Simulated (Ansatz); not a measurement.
In12CO in Ansatz: the effect of boundary

In12CO, a slab with vacuum:

```xyz
14
Lattice="6.5046 0.0000 0.0000 -3.2523 5.9211 0.0000 0.0000 0.0000 24.5855" Properties=species:S:1:pos:R:3 pbc="T T T"
In    0.0000    1.7864    8.0000
In   -1.6261    4.7469    8.0000
In    3.2523    1.7864    8.0000
In    1.6261    4.7469    8.0000
In    0.0000    3.5728   10.7178
In    1.6262    0.6123   10.7178
In    3.2523    3.5728   10.7178
In    4.8784    0.6123   10.7178
In    0.0000    5.3592   13.4355
In    1.6262    2.3987   13.4355
In    3.2523    5.3592   13.4355
In    4.8784    2.3987   13.4355
C     2.4392    0.9184   15.6555
O     2.4392    0.9184   16.8055
```

The cell isn't the ideal one: CO (upright) over a bridge site of the (1 0 1) slab of In, cut from the database cell, not relaxed.

Alike in all runs:

| Quantity | Value |
| --- | --- |
| Program | Ansatz 0.2.0 |
| Task | electrostatic potential |
| Functional | PBE |
| Potentials or basis | Ansatz PAW |
| Cutoff | 420 eV (not typed: the program's choice for these potentials) |
| k mesh | 5 × 5 × 1 |
| Occupations | fermi-dirac, width 0.05 eV |
| Spin | no spin polarisation |

```tsv
boundary	largest force (eV/Å)
dipole_correction	0.22
images	?
isolated	0.22
```

Question: What does the run with boundary images give?

Answer: Largest force 0.19 eV/Å.
